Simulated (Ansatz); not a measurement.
# CH₃AlF₂O: up Jacob's ladder to CCSD(T)

One table from this session's results is given with a row withheld; the runs are named, their logs left out.

Computed with Ansatz 0.2.0, Gaussian basis. Level: functionals in def2-TZVPP, the program's frozen cores in correlated methods.

Levels to be run: LDA (SPW92), PBE-D4, revPBE-D4, BLYP-D4, r2SCAN-D4, B97M-V, PBE0-D4, B3LYP-D4, r2SCANh-D4, r2SCAN0-D4, HSE06-D4, BHLYP-D4, CAM-B3LYP-D4, LC-ωPBE, ωB97X-V, ωB97M-V, B2PLYP, PBE-QIDH; CCSD(T)/def2-SVP; CCSD(T)/def2-TZVPP; MP2/def2-QZVPP; extrapolation to the limit; RPA on PBE.

## The geometry

The geometry comes from an earlier relaxation with PBE0-D4 in a triple-zeta def2 set; it is a stationary point, not always the lowest conformer.

8 atoms, charge 0, spin multiplicity 1.

Atoms are counted from 1 here; the program's logs count them from 0.

Bond lengths: C1–O2 1.401 Å, C1–H6 1.095 Å, C1–H7 1.094 Å, C1–H8 1.094 Å, O2–Al3 1.661 Å, Al3–F4 1.634 Å, Al3–F5 1.639 Å. Angles: O2–C1–H6 112.5°, O2–C1–H7 109.7°, O2–C1–H8 109.7°, H6–C1–H7 108.4°, H6–C1–H8 108.4°, H7–C1–H8 108.1°, C1–O2–Al3 136.9°, O2–Al3–F4 119.6°, O2–Al3–F5 122.1°, F4–Al3–F5 118.3°.

The first run:

File in.yaml:

```yaml
crystal:
  periodic: [false, false, false]
  atoms:
    - {symbol: C, position_ang: [-0.238964, 0.900664, 0.881537]}
    - {symbol: O, position_ang: [-0.459816, -0.316333, 0.222586]}
    - {symbol: Al, position_ang: [0.227619, -1.156266, -1.035257]}
    - {symbol: F, position_ang: [-0.392628, -2.602712, -1.474516]}
    - {symbol: F, position_ang: [1.520290, -0.581160, -1.861820]}
    - {symbol: H, position_ang: [0.609614, 1.454150, 0.465209]}
    - {symbol: H, position_ang: [-0.042835, 0.715714, 1.941635]}
    - {symbol: H, position_ang: [-1.131078, 1.528943, 0.804826]}
basis:
  gaussian: {orbitals: def2-TZVPP}
hamiltonian: {xc: lda}
output: {orbitals: {seedname: orbitals}}
```

Steps of the session up to this table: LDA; PBE-D4 (GGA); revPBE-D4 (GGA); BLYP-D4 (GGA); r2SCAN-D4 (meta-GGA); B97M-V (meta-GGA); PBE0-D4 (hybrid); B3LYP-D4 (hybrid); r2SCANh-D4 (hybrid); r2SCAN0-D4 (hybrid); HSE06-D4 (hybrid); BHLYP-D4 (hybrid); CAM-B3LYP-D4 (range-separated); LC-ωPBE-D4 (range-separated; the results give it without D4); ωB97X-V (range-separated); ωB97M-V (range-separated); B2PLYP (double hybrid); PBE-QIDH (double hybrid).

One table of the session follows, with a row left open; its other results are not shown here.

It belongs to the step «Frontier levels by functional». 

| functional | HOMO (eV) | gap (eV) |
| --- | --- | --- |
| LDA (SPW92) | -7.33 | 5.19 |
| PBE-D4 | -7.16 | 5.31 |
| revPBE-D4 | -7.09 | 5.40 |
| BLYP-D4 | -7.08 | 5.23 |
| r2SCAN-D4 | -7.49 | 6.14 |
| B97M-V | -7.57 | 5.86 |
| PBE0-D4 | -8.73 | 7.77 |
| B3LYP-D4 | -8.50 | 7.19 |
| r2SCANh-D4 | -8.07 | 7.01 |
| r2SCAN0-D4 | ? | ? |
| HSE06-D4 | -8.32 | 6.99 |
| BHLYP-D4 | -10.26 | 10.00 |
| CAM-B3LYP-D4 | -10.23 | 10.10 |
| LC-ωPBE | -11.59 | 12.86 |
| ωB97X-V | -11.23 | 12.26 |
| ωB97M-V | -11.15 | 11.81 |

**Question.** Estimate the row for r2SCAN0-D4.

Worked estimate for «HOMO (eV)». Against the share of exact exchange, r2SCAN-D4 (0, -7.49), r2SCANh-D4 (0.1, -8.07) give a slope of -5.80 per unit share; at 0.25 the line stands at -8.94.

As computed: HOMO (eV): -8.96; gap (eV): 8.31. In «HOMO (eV)» the line misses by +0.02.
